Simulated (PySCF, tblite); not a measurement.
**C₅H₁₁GeNO₂: geometry, infrared bands, NMR shifts, electronic excitations and core binding energies**

Wanted: the infrared bands, NMR shifts, electronic excitations and core binding energies of C₅H₁₁GeNO₂ (`O=[C](O)[GeH2][N]1CCCC1`), by calculation.

Computed with tblite 0.8.0 and PySCF 2.14.0, with density-fitted response routines of our own, on a single molecule in the gas phase. Atoms are numbered from 0 throughout.

## (1) The molecule as given

20 atoms, charge 0, multiplicity 1; geometry from: force field or distance geometry start.

Bonds of the start (Å): O0–C1 1.28, C1–O2 1.40, C1–Ge3 1.91, Ge3–N4 1.79, N4–C5 1.40, C5–C6 1.51, C6–C7 1.52, C7–C8 1.52, C8–N4 1.39, O2–H9 1.00, Ge3–H10 1.56, Ge3–H11 1.55, C5–H12 1.10, C5–H13 1.11, C6–H14 1.10, C6–H15 1.12, C7–H16 1.12, C7–H17 1.10, C8–H18 1.11, C8–H19 1.09.

## (2) Optimising the geometry with GFN2-xTB

What the job is given:

```
{"job": {"kind": "relax", "xc": "GFN2-xTB", "basis": "xTB"}, "charge": 0, "multiplicity": 1}
O      3.638300     1.431500     0.359900
C      2.954200     0.444700    -0.089300
O      3.390000    -0.871500     0.083100
Ge     1.321000     0.869400    -0.989800
N     -0.098300     0.210600    -0.118900
C     -1.104600     1.043900     0.381400
C     -2.323900     0.153300     0.347400
C     -1.891900    -1.142100    -0.328800
C     -0.385200    -1.152000    -0.104100
H      4.245800    -1.048300     0.565600
H      1.439300     0.228800    -2.409400
H      1.178500     2.400500    -1.210200
H     -1.219500     1.961400    -0.214400
H     -0.843300     1.366700     1.410700
H     -3.176500     0.634700    -0.155500
H     -2.633900    -0.126100     1.384900
H     -2.064200    -0.992200    -1.424000
H     -2.401800    -2.027600     0.085100
H     -0.162700    -1.624600     0.873400
H      0.133400    -1.750300    -0.859900
```

Launch:

```sh
> OMP_NUM_THREADS=1 python probes_run.py task.json out
```

The driver reads the jobs from task.json and runs them one after another.

The log of the run:

```text
step      E/eV     max force
  0    -796.43158    5.686
  1    -796.85871    5.376
  2    -797.04225    1.458
  3    -797.10028    0.865
  4    -797.18668    0.921
  5    -797.22493    0.718
  6    -797.25434    0.494
  7    -797.26473    0.217
  8    -797.27091    0.167
  9    -797.27384    0.151
 10    -797.27645    0.142
 11    -797.27848    0.137
 12    -797.28066    0.160
 13    -797.28313    0.156
 14    -797.28586    0.158
 15    -797.28833    0.088
 16    -797.29024    0.092
 17    -797.29179    0.081
 18    -797.29322    0.107
 19    -797.29470    0.109
 20    -797.29645    0.111
 21    -797.29854    0.118
 22    -797.30081    0.104
 23    -797.30301    0.108
 24    -797.30501    0.104
 25    -797.30677    0.094
 26    -797.30814    0.064
 27    -797.30907    0.066
 28    -797.30977    0.053
 29    -797.31042    0.057
 30    -797.31098    0.049
 31    -797.31144    0.045
 32    -797.31194    0.053
 33    -797.31276    0.082
 34    -797.31427    0.133
 35    -797.31660    0.159
 36    -797.31926    0.126
 37    -797.32166    0.109
 38    -797.32368    0.094
 39    -797.32595    0.151
 40    -797.32906    0.189
 41    -797.33229    0.145
 42    -797.33421    0.141
 43    -797.33722    0.127
 44    -797.33960    0.116
 45    -797.34300    0.110
 46    -797.34506    0.128
 47    -797.34734    0.137
 48    -797.34939    0.136
 49    -797.35166    0.133
 50    -797.35323    0.088
 51    -797.35436    0.088
 52    -797.35549    0.107
 53    -797.35714    0.120
 54    -797.35982    0.091
 55    -797.36188    0.097
 56    -797.36464    0.102
 57    -797.36683    0.114
 58    -797.36860    0.111
 59    -797.37031    0.095
 60    -797.37188    0.184
 61    -797.37394    0.158
 62    -797.37614    0.109
 63    -797.37897    0.150
 64    -797.37968    0.112
 65    -797.38079    0.063
 66    -797.38114    0.035
 67    -797.38141    0.032
 68    -797.38163    0.039
 69    -797.38181    0.028
 70    -797.38194    0.023
 71    -797.38202    0.018
 72    -797.38210    0.021
 73    -797.38216    0.020
 74    -797.38220    0.014
 75    -797.38223    0.010
 76    -797.38225    0.009
```

It took 0.51 s on 1 thread of Arm Neoverse V2, shared host.

Step by step: (not every step is listed)

```tsv
step	energy from step 0 (eV)	largest force (eV/Å)
0	0.0000	5.6860
1	-0.4271	5.3755
2	-0.6107	1.4581
3	-0.6687	0.8652
4	-0.7551	0.9215
5	-0.7933	0.7177
6	-0.8228	0.4936
7	-0.8331	0.2171
8	-0.8393	0.1672
14	-0.8543	0.1583
20	-0.8649	0.1108
26	-0.8766	0.0645
32	-0.8804	0.0531
38	-0.8921	0.0940
44	-0.9080	0.1156
50	-0.9216	0.0884
56	-0.9331	0.1022
62	-0.9446	0.1095
68	-0.9500	0.0393
71	-0.9504	0.0184
72	-0.9505	0.0205
73	-0.9506	0.0200
74	-0.9506	0.0143
75	-0.9506	0.0099
76	-0.9507	0.0093
```

Distances of close pairs at the start and the end, largest changes first:

```tsv
bond	before (Å)	after (Å)	change (Å)
C1–Ge3	1.913	2.009	+0.096
O0–C1	1.282	1.200	-0.082
C1–O2	1.397	1.334	-0.063
Ge3–H10	1.562	1.502	-0.060
N4–C8	1.393	1.449	+0.056
Ge3–H11	1.553	1.500	-0.053
N4–C5	1.399	1.450	+0.051
C7–H16	1.119	1.089	-0.030
```

The end geometry stands in the next job.

## (3) Infrared spectrum with GFN2-xTB

What the job is given:

```
{"job": {"kind": "ir", "xc": "GFN2-xTB", "basis": "xTB"}, "charge": 0, "multiplicity": 1}
O      3.232199     1.347289     1.017503
C      2.902342     0.592283     0.145660
O      3.441651    -0.616726    -0.017225
Ge     1.425561     0.846831    -1.192070
N     -0.189787     0.256247    -0.619343
C     -0.954526     0.946508     0.400935
C     -2.309908     0.227040     0.384823
C     -1.989034    -1.176318    -0.162466
C     -0.475312    -1.149060    -0.411427
H      4.134925    -0.794899     0.644183
H      1.728658     0.022695    -2.410580
H      1.222722     2.306649    -1.472697
H     -1.028199     2.008113     0.158182
H     -0.492702     0.846643     1.394578
H     -3.001857     0.745404    -0.276808
H     -2.750650     0.189171     1.379766
H     -2.520254    -1.351486    -1.096348
H     -2.261682    -1.962203     0.539506
H      0.052451    -1.548400     0.468555
H     -0.171748    -1.725104    -1.287460
```

The log of the run:

```text
mode    cm-1     km/mol
  1      25.8      2.70
  2      33.8      0.39
  3      42.7      0.36
  4      61.5      0.32
  5     128.0      3.67
  6     179.4      0.35
  7     211.6      1.55
  8     299.1     13.07
  9     309.7      3.81
 10     338.4     41.03
 11     447.4     57.80
 12     462.2     80.94
 13     624.0    119.98
 14     633.7      0.64
 15     662.7     10.60
 16     686.7    141.01
 17     694.0    119.56
 18     706.7    107.96
 19     747.0    158.49
 20     834.1      8.29
 21     869.6      0.93
 22     960.5      1.30
 23     986.6     18.30
 24    1006.7      0.18
 25    1023.5     49.08
 26    1089.6      0.50
 27    1101.6    210.72
 28    1106.1     20.46
 29    1160.4     41.04
 30    1180.6      3.54
 31    1184.3      7.14
 32    1190.5     35.13
 33    1219.5      7.24
 34    1240.8     19.93
 35    1293.6      0.86
 36    1295.1      2.46
 37    1314.5      0.27
 38    1319.6     20.37
 39    1471.5      0.53
 40    1480.9      1.40
 41    1484.8      0.47
 42    1500.8      0.13
 43    1766.9    411.18
 44    1952.2    210.94
 45    2031.0    488.24
 46    2829.8     58.76
 47    2841.5     75.37
 48    2965.8     17.11
 49    2967.3     58.08
 50    2995.0      0.47
 51    3010.7     41.40
 52    3012.7     74.92
 53    3019.0     42.84
 54    3348.3     10.21
```

Wall time 0.68 s (1 thread of Arm Neoverse V2, shared host).

Which atoms move in the most intense modes:

```tsv
cm⁻¹	km/mol	atoms
624	120.0	C1 27 %, O0 25 %, H9 20 %, O2 14 %
687	141.0	H10 22 %, H9 19 %, H11 15 %
694	119.6	H9 36 %, N4 11 %
747	158.5	H11 42 %, H10 42 %
1102	210.7	O2 43 %, C1 26 %, H9 15 %
1767	411.2	C1 59 %, O0 38 %
1952	210.9	H10 60 %, H11 39 %
2031	488.2	H11 59 %, H10 39 %
```

## (4) Relaxing the molecule at PBE0-D3(BJ)/def2-SVP

What the job is given:

```
{"job": {"xc": "PBE0", "basis": "def2-SVP", "d3": "d3bj", "grid": 1, "shake": 0.01, "kind": "geom"}, "charge": 0, "multiplicity": 1}
O      3.252610     1.321730     1.021680
C      2.896660     0.587760     0.143500
O      3.421450    -0.619050    -0.025880
Ge     1.458790     0.849090    -1.195600
N     -0.192600     0.249570    -0.629890
C     -0.958430     0.951330     0.398550
C     -2.300330     0.225040     0.385070
C     -1.973580    -1.170870    -0.167520
C     -0.477140    -1.143650    -0.392080
H      4.132230    -0.797330     0.654210
H      1.719790     0.019780    -2.401750
H      1.228530     2.307560    -1.466000
H     -1.056480     2.018330     0.148590
H     -0.509390     0.849410     1.401580
H     -3.006300     0.734640    -0.276550
H     -2.751180     0.203230     1.387240
H     -2.518320    -1.340370    -1.098400
H     -2.270940    -1.956360     0.545330
H      0.050300    -1.556230     0.470850
H     -0.196690    -1.718200    -1.282550
```

The log of the run:

```text
step   0  E = -2478.10089925  max force = 0.023111
step   1  E = -2478.10661800  max force = 0.005253
step   2  E = -2478.10697640  max force = 0.001843
step   3  E = -2478.10699158  max force = 0.002774
step   4  E = -2478.10704024  max force = 0.001057
step   5  E = -2478.10705316  max force = 0.000377
optimisation converged
```

Run time: 2.6 min. Hardware: 1 thread of Arm Neoverse V2, shared host; peak memory 1.1 GiB.

The steps of the relaxation:

```tsv
step	energy from step 0 (eV)	largest force component (eV/Å)
0	0.0000	1.1884
1	-0.1556	0.2701
2	-0.1654	0.0948
3	-0.1658	0.1426
4	-0.1671	0.0544
5	-0.1675	0.0194
```

Close pairs (by a distance rule), those that changed most:

```tsv
bond	before (Å)	after (Å)	change (Å)
Ge3–H10	1.487	1.536	+0.049
Ge3–H11	1.501	1.533	+0.032
O2–H9	1.000	0.974	-0.025
C7–C8	1.513	1.535	+0.022
C1–Ge3	1.982	2.004	+0.022
C8–H18	1.092	1.112	+0.020
Ge3–N4	1.846	1.828	-0.018
C1–O2	1.327	1.343	+0.016
```

The end geometry stands in the next job.

```tsv
at the end point	value
point group (found at 0.08 Å tolerance)	C1
rotational constants (GHz, main isotopes)	2.035, 0.698, 0.668
dipole moment (D)	1.52
```

## (5) Shielding tensors: PBE0/pcSseg-1

What the job is given:

```
{"job": {"kind": "nmr", "xc": "PBE0", "basis": "pcSseg-1"}, "charge": 0, "multiplicity": 1}
O      3.051571     1.343668     1.016987
C      2.793046     0.551718     0.149980
O      3.329738    -0.678421     0.109374
Ge     1.425842     0.845939    -1.285159
N     -0.197995     0.264197    -0.681385
C     -0.909154     0.958035     0.375272
C     -2.255614     0.222369     0.441399
C     -1.961580    -1.179499    -0.135119
C     -0.467037    -1.146910    -0.484825
H      3.918497    -0.753634     0.882094
H      1.780652     0.037336    -2.541642
H      1.336132     2.357913    -1.522250
H     -1.011283     2.031090     0.148635
H     -0.388162     0.879926     1.354397
H     -3.004039     0.741478    -0.174418
H     -2.645802     0.187018     1.468954
H     -2.559041    -1.354868    -1.041376
H     -2.194283    -1.989624     0.571233
H      0.126234    -1.575281     0.352895
H     -0.219392    -1.729757    -1.386302
```

With the program's defaults for keys left out, this is: GIAO PBE0/pcSseg-1 NMR shielding, non-relativistic, gas phase.

The log of the run:

```text
coarse grid: 75992 points
cycle   1  E = -2478.1725576229  dE =  5.937e-01  |g| = 1.258e+00  |ddm| = 4.156e+00
cycle   2  E = -2477.7382315606  dE =  4.343e-01  |g| = 1.945e+00  |ddm| = 1.841e+00
cycle   3  E = -2478.3476473664  dE = -6.094e-01  |g| = 4.388e-01  |ddm| = 1.396e+00
cycle   4  E = -2478.3796287496  dE = -3.198e-02  |g| = 1.308e-01  |ddm| = 2.972e-01
cycle   5  E = -2478.3822201628  dE = -2.591e-03  |g| = 3.885e-02  |ddm| = 8.874e-02
cycle   6  E = -2478.3824777193  dE = -2.576e-04  |g| = 1.018e-02  |ddm| = 3.167e-02
cycle   7  E = -2478.3824957007  dE = -1.798e-05  |g| = 2.879e-03  |ddm| = 1.111e-02
cycle   8  E = -2478.3824972742  dE = -1.574e-06  |g| = 1.075e-03  |ddm| = 3.127e-03
final grid: 161584 points
cycle   9  E = -2478.3825518013  dE =  2.850e-07  |g| = 1.763e-03  |ddm| = 2.790e-03
cycle  10  E = -2478.3825504507  dE =  1.351e-06  |g| = 3.194e-03  |ddm| = 3.390e-03
cycle  11  E = -2478.3825523711  dE = -1.920e-06  |g| = 3.239e-04  |ddm| = 2.235e-03
cycle  12  E = -2478.3825523892  dE = -1.811e-08  |g| = 3.850e-05  |ddm| = 1.970e-04
cycle  13  E = -2478.3825523895  dE = -2.974e-10  |g| = 1.241e-05  |ddm| = 4.527e-05
converged SCF energy = -2478.3825523895

GIAO shielding tensors (ppm)
atom      isotropic    diamagn.    paramagn.     s11        s22        s33       span
  0 O     -164.999     402.686    -567.686   -466.743   -246.417    218.162    684.905
  1 C        3.736     256.245    -252.509    -97.953     32.297     76.864    174.816
  2 O       91.493     391.895    -300.402    -88.515    124.107    238.886    327.400
  3 Ge    1445.560    2755.365   -1309.805   1388.139   1408.007   1540.533    152.394
  4 N      214.103     331.132    -117.030    168.223    219.695    254.390     86.167
  5 C      132.117     246.195    -114.078    101.862    124.501    169.987     68.125
  6 C      158.118     248.926     -90.808    130.668    168.167    175.517     44.849
  7 C      157.937     248.822     -90.885    130.414    167.929    175.468     45.054
  8 C      132.017     246.183    -114.165    102.007    124.343    169.702     67.695
  9 H       25.194      29.612      -4.418     18.360     23.848     33.374     15.014
 10 H       26.263      28.151      -1.888     20.390     21.391     37.007     16.617
 11 H       26.564      28.432      -1.868     20.487     21.865     37.340     16.854
 12 H       28.172      31.118      -2.946     22.768     27.448     34.300     11.532
 13 H       28.736      32.434      -3.698     21.885     29.324     35.000     13.115
 14 H       29.525      29.461       0.064     24.198     27.222     37.156     12.958
 15 H       29.713      29.628       0.085     24.877     27.097     37.164     12.287
 16 H       29.513      29.464       0.049     24.186     27.235     37.119     12.933
 17 H       29.708      29.611       0.097     24.873     27.112     37.140     12.267
 18 H       28.740      32.321      -3.581     21.766     29.416     35.040     13.274
 19 H       28.149      31.007      -2.858     22.876     27.425     34.146     11.270
```

Wall time 64 s (1 thread of Arm Neoverse V2, shared host); peak memory 1.2 GiB.

The references, computed at this level on geometries of the same kind, shield at (ppm): ¹H TMS 31.27, ¹³C TMS 184.4, ¹⁵N NH3 265.7, ¹⁷O H2O 334.6, ⁷³Ge GeMe4 1330. Their shielding less the atom's gives the shift. The references are single molecules in the gas phase, so shifts against H2O, NH3, PH3, H3PO4 or CFCl3 are not on the usual liquid scales and can be off by tens of ppm. Atoms listed in one row are averaged.

```tsv
atoms	environment	σ (ppm)	δ (ppm)
C1	carbonyl carbon	3.7	180.7
C5, C8	sp3 CH2 bonded to N	132.1	52.3
C6, C7	sp3 CH2 in a ring	158.0	26.4
H9	hydrogen on an acid hydroxyl oxygen	25.19	6.07
H10, H11	hydrogen on a germanium bonded to C, N	26.41	4.85
H12, H13, H18, H19	hydrogen on an sp3 CH2 bonded to N	28.45	2.82
H14, H15, H16, H17	hydrogen on an sp3 CH2 in a ring	29.61	1.65
O0	carbonyl oxygen	-165.0	499.6
O2	acid hydroxyl oxygen	91.5	243.1
Ge3	germanium bonded to C, N, 2 H	1446	-115
N4	nitrogen bonded to 2 C, Ge, in a 5-membered ring	214.1	51.6
```

The run also stored atomic charges by several schemes (e):

```tsv
atoms	Mulliken	IAO	Hirshfeld	ESP fit
O0	-0.40	-0.44	-0.27	-0.55
C1	0.18	0.29	0.12	0.68
O2	-0.36	-0.47	-0.18	-0.62
Ge3	0.70	0.70	0.38	0.06
N4	-0.88	-0.47	-0.18	-0.17
C5, C8	0.01	-0.15	-0.03	-0.07
C6, C7	-0.23	-0.26	-0.07	-0.13
```

Mayer bond orders: O0–C1 1.89, C1–O2 1.10, C1–Ge3 0.69, Ge3–N4 0.87, N4–C5 0.93, C5–C6 1.03, C6–C7 1.03, C7–C8 1.03, C8–N4 0.94.

Ring of atoms N4, C5, C6, C7, C8: NICS(0) -7.5, NICS(1) -4.2, NICS(1)zz -5.6 ppm (means of both faces).

The fields below are evaluated on a grid from the run's orbitals.

Frontier orbitals at PBE0/pcSseg-1, with the share of their density that lies nearest to each atom:

```tsv
orbital	energy (eV)	lies on
HOMO	-6.32	N4 56 %; H13, H18 about 7 % each
LUMO	-0.52	C1 37 %; O0 21 %; Ge3 10 %
```

ELF in a plane through or near 6 of the atoms.

Values, 10 rows by 14 columns:
```
0.00 0.00 0.00 0.00 0.00 0.00 0.00 0.00 0.00 0.00 0.00 0.00 0.00 0.00
0.00 0.00 0.00 0.00 0.00 0.00 0.00 0.01 0.00 0.00 0.00 0.00 0.00 0.00
0.00 0.00 0.00 0.09 0.03 0.00 0.02 0.68 0.65 0.01 0.01 0.00 0.00 0.00
0.00 0.00 0.21 0.73 0.57 0.02 0.05 0.63 0.48 0.24 0.23 0.03 0.00 0.00
0.00 0.00 0.26 0.75 0.60 0.16 0.06 0.66 0.78 0.16 0.68 0.05 0.00 0.00
0.00 0.00 0.04 0.48 0.42 0.24 0.09 0.10 0.09 0.83 0.31 0.02 0.00 0.00
0.00 0.00 0.28 0.63 0.87 0.09 0.70 0.99 0.42 0.92 0.92 0.04 0.00 0.00
0.00 0.00 0.03 0.30 0.51 0.00 0.63 0.86 0.04 0.79 0.92 0.02 0.00 0.00
0.00 0.00 0.00 0.00 0.00 0.00 0.00 0.01 0.00 0.00 0.00 0.00 0.00 0.00
0.00 0.00 0.00 0.00 0.00 0.00 0.00 0.00 0.00 0.00 0.00 0.00 0.00 0.00
```
The map spans 12.6 Å across and 9.5 Å up, centred on the molecule. Atoms in the plane (x, y in Å): C1 (-2.8, 0.2), O2 (-3.2, -1.1), C5 (0.8, 1.1), C6 (2.2, 0.6), H17 (2.5, -1.5), H18 (0.1, -1.5).

log10 of the density (e/Å³) in the same plane.

Values, 10 rows by 14 columns:
```
-4.0 -4.0 -4.0 -4.0 -4.0 -4.0 -4.0 -4.0 -4.0 -4.0 -4.0 -4.0 -4.0 -4.0
-4.0 -4.0 -4.0 -4.0 -4.0 -4.0 -3.5 -2.9 -3.0 -3.6 -4.0 -4.0 -4.0 -4.0
-4.0 -4.0 -3.1 -2.1 -2.2 -2.8 -2.3 -1.3 -1.3 -2.2 -2.5 -3.3 -4.0 -4.0
-4.0 -3.8 -1.6 -0.5 -0.6 -1.7 -1.5 -0.2 -0.2 -0.8 -1.0 -2.1 -3.4 -4.0
-4.0 -3.3 -1.3  0.1  0.1 -1.1 -1.2 -0.1  0.1  0.5 -0.2 -1.8 -3.2 -4.0
-4.0 -3.4 -1.5 -0.2  0.1 -1.0 -1.2 -0.8 -0.7  0.0 -0.6 -2.1 -3.4 -4.0
-4.0 -3.2 -1.1  0.7  0.2 -1.5 -0.9  0.2 -0.4  0.1 -0.3 -2.1 -3.5 -4.0
-4.0 -3.8 -2.0 -1.2 -1.2 -2.3 -1.5 -0.9 -1.4 -1.0 -1.1 -2.5 -4.0 -4.0
-4.0 -4.0 -4.0 -3.4 -3.5 -3.9 -3.0 -2.7 -2.9 -2.8 -2.9 -3.8 -4.0 -4.0
-4.0 -4.0 -4.0 -4.0 -4.0 -4.0 -4.0 -4.0 -4.0 -4.0 -4.0 -4.0 -4.0 -4.0
```
The map spans 12.6 Å across and 9.5 Å up, centred on the molecule. Atoms in the plane (x, y in Å): C1 (-2.8, 0.2), O2 (-3.2, -1.1), C5 (0.8, 1.1), C6 (2.2, 0.6), H17 (2.5, -1.5), H18 (0.1, -1.5).

On the surface of density 0.002 e/bohr³ the electrostatic potential runs, from the 1st to the 99th percentile, from -1.55 V near O0 to 2.07 V near H9.

## (6) Ultraviolet spectrum: wB97X-D/def2-SVPD

The job, as its differences from that of step 5:

```diff
@@ -1,2 +1,2 @@
-{"job": {"kind": "nmr", "xc": "PBE0", "basis": "pcSseg-1"}, "charge": 0, "multiplicity": 1}
+{"job": {"kind": "uv", "xc": "wB97X-D", "basis": "def2-SVPD", "ip": true}, "charge": 0, "multiplicity": 1}
 O      3.051571     1.343668     1.016987
```

With the program's defaults for keys left out, this is: TDDFT wB97X-D/def2-SVPD, vertical, gas phase, core orbitals frozen in the response.

The log of the run:

```text
coarse grid: 75992 points
cycle   1  E = -2478.5745686982  dE =  8.077e-01  |g| = 9.943e-01  |ddm| = 6.563e+00
cycle   2  E = -2478.4436657617  dE =  1.309e-01  |g| = 1.362e+00  |ddm| = 2.326e+00
cycle   3  E = -2478.7632714106  dE = -3.196e-01  |g| = 1.667e-01  |ddm| = 1.264e+00
cycle   4  E = -2478.7674735695  dE = -4.202e-03  |g| = 7.497e-02  |ddm| = 2.401e-01
cycle   5  E = -2478.7684934313  dE = -1.020e-03  |g| = 1.170e-02  |ddm| = 9.557e-02
cycle   6  E = -2478.7685262822  dE = -3.285e-05  |g| = 4.935e-03  |ddm| = 3.377e-02
cycle   7  E = -2478.7685313774  dE = -5.095e-06  |g| = 1.304e-03  |ddm| = 1.228e-02
final grid: 161584 points
cycle   8  E = -2478.7679479404  dE = -2.501e-06  |g| = 1.389e-03  |ddm| = 1.814e-02
cycle   9  E = -2478.7679479087  dE =  3.175e-08  |g| = 1.608e-03  |ddm| = 4.400e-03
cycle  10  E = -2478.7679483831  dE = -4.744e-07  |g| = 1.770e-04  |ddm| = 1.834e-03
cycle  11  E = -2478.7679483924  dE = -9.346e-09  |g| = 1.339e-04  |ddm| = 6.035e-04
cycle  12  E = -2478.7679483971  dE = -4.621e-09  |g| = 3.424e-05  |ddm| = 3.923e-04
cycle  13  E = -2478.7679483975  dE = -4.175e-10  |g| = 1.753e-05  |ddm| = 1.111e-04
converged SCF energy = -2478.7679483975

Static polarisability (au): isotropic 102.362, principal 94.368 99.038 113.679

Singlet excitations
state   eV       nm        f      main configurations
  1   4.7402    261.6   0.02087   H->L 0.73, H-1->L 0.22
  2   5.6655    218.8   0.00697   H-1->L 0.60, H->L 0.22
  3   6.3642    194.8   0.04924   H->L+1 0.78
  4   6.6961    185.2   0.04378   H->L+2 0.45, H->L+4 0.44
  5   6.9052    179.6   0.02122   H->L+3 0.71
  6   7.1266    174.0   0.01601   H->L+7 0.29, H->L+4 0.25, H->L+2 0.14
  7   7.3228    169.3   0.01753   H->L+5 0.63, H->L+8 0.14
  8   7.4114    167.3   0.10900   H->L+7 0.37, H-1->L+1 0.17, H->L+2 0.12
  9   7.4793    165.8   0.00159   H->L+6 0.78
 10   7.7229    160.5   0.00660   H-1->L+1 0.33, H->L+8 0.22, H->L+7 0.09

Triplet excitations (Tamm-Dancoff, eV): 4.1951 5.3432 5.9866 6.1778
Vertical ionisation energy (delta-SCF) = 8.1658 eV
```

Wall time 4.1 min (1 thread of Arm Neoverse V2, shared host); peak memory 1.4 GiB.

Frontier orbitals and where they lie:

```tsv
orbital	eV	atoms
HOMO−3	-11.39	Ge3 16 %, H11 15 %, C7 13 %
HOMO−2	-10.92	C6 18 %, C7 18 %, H14 10 %
HOMO−1	-9.93	O0 50 %, C1 12 %, Ge3 11 %
HOMO	-8.19	N4 51 %, C5 8 %, C8 8 %
LUMO	1.11	C1 31 %, O0 22 %, Ge3 18 %
LUMO+1	1.81	Ge3 28 %, O2 20 %, C1 11 %
LUMO+2	2.49	Ge3 21 %, O2 18 %, C1 7 %
```

With each of the 10 states as a Gaussian band of 0.4 eV half-width at 1/e, the curve within the window shown has maxima at 262 nm (ε 850), 169 nm (ε 6,000) L/(mol cm). Beyond the last state computed it falls off for lack of states. The curve at chosen wavelengths:

| nm | ε (L/mol/cm) |
| --- | --- |
| 155 | 627 |
| 161 | 3063 |
| 167 | 5796 |
| 172 | 5725 |
| 178 | 4410 |
| 184 | 3919 |
| 190 | 3674 |
| 195 | 3102 |
| 201 | 2052 |
| 207 | 1114 |
| 213 | 598 |
| 218 | 412 |
| 224 | 304 |
| 230 | 244 |
| 236 | 256 |
| 241 | 344 |
| 247 | 524 |
| 253 | 714 |
| 259 | 831 |
| 264 | 839 |
| 270 | 747 |
| 276 | 589 |
| 282 | 417 |
| 287 | 291 |
| 293 | 175 |
| 299 | 98 |

Leading natural transition orbitals of singlet state 8: the hole lies on N4 48 %; O0 15 %; C1 8 %; the particle on H9, H11 about 21 % each; Ge3 12 %; O0 10 %.

Leading natural transition orbitals of singlet state 1: the hole lies on O0 33 %; N4 30 %; C1 11 %; the particle on C1 41 %; O0 22 %; O2 8 %.

Further results of this job:

```tsv
property	computed
dipole moment (D)	1.70
polarisability (Å³)	15.17
HOMO–LUMO gap (eV)	9.31
−ε(HOMO) (eV)	8.19
```

[end of part 1 of 2]
